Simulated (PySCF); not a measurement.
**The bond of Tl2+, level by level**

One table from this session's results is given with a row withheld; the runs are named, their logs left out.

The runs use PySCF 2.14.0; Tl def2-SVP with ECP60, scalar-relativistic core potentials.

The first run:

A driver script around PySCF takes these settings:

* atoms: Tl, Tl
* charge: 1
* basis: Tl def2-SVP with ECP60
* Hamiltonian: scalar-relativistic core potentials
* basis functions: 52
* electrons treated: 41
* masses in u: 204.9744, 204.9744
* levels: PBE0, PBE, r²SCAN, revPBE, BHandHLYP, M06, CAM-B3LYP, HF, MP2, SCS-MP2, CCSD, CCSD(T)
* grid: 80 radial by 434 angular points
* occupations: held fixed by the projection of orbital angular momentum
* dissociation limit: Tl+ + Tl, each in its ground configuration
* starting distance in angstrom: 2.960
* values of 2S to try: 1, 3

Started as:

```sh
> OMP_NUM_THREADS=1 python dia.py task.json out
```

Steps of the session up to this table: Set-up; The PBE0 curve of the state that the search chose; Higher solutions at PBE0; PBE; r²SCAN; revPBE (GGA); BHandHLYP; M06; CAM-B3LYP (range-separated hybrid); UHF; Correlated methods on the Hartree–Fock reference.

One of the session's tables, all rows but one given; the rest of the session is left out.

Energy (eV) from each level's lowest point:

| R (Å) | UHF | UHF-MP2 | UHF-SCS-MP2 | UHF-CCSD | UHF-CCSD(T) |
| --- | --- | --- | --- | --- | --- |
| 3.163 | 0.257 | 0.174 | 0.197 | n/a | n/a |
| 3.310 | 0.127 | 0.070 | 0.086 | 0.079 | 0.074 |
| 3.457 | 0.050 | 0.018 | 0.026 | 0.022 | 0.019 |
| 3.568 | ? | ? | ? | ? | ? |
| 3.678 | 0.003 | 0.000 | 0.000 | 0.000 | 0.000 |
| 3.788 | 0.000 | 0.010 | 0.006 | 0.008 | 0.010 |
| 3.936 | 0.011 | 0.035 | 0.028 | 0.033 | 0.035 |
| 4.119 | 0.042 | 0.081 | 0.069 | 0.077 | 0.082 |
| 4.340 | 0.095 | 0.148 | 0.132 | 0.144 | 0.149 |
| 4.634 | 0.180 | 0.247 | 0.227 | n/a | n/a |

Estimate the missing values for R (Å) = 3.568.

Worked estimate for «UHF». A straight line through the neighbours (3.457, 0.050) and (3.678, 0.003) gives 0.050 + (0.003 − 0.050) × (3.568 − 3.457) / (3.678 − 3.457) = 0.026; a parabola fitted to 4 rows on both sides gives 0.017.

As computed: UHF: 0.018; UHF-MP2: 0.001; UHF-SCS-MP2: 0.005; UHF-CCSD: 0.003; UHF-CCSD(T): 0.002. In «UHF» the line misses by +0.008 and the parabola by -0.001.
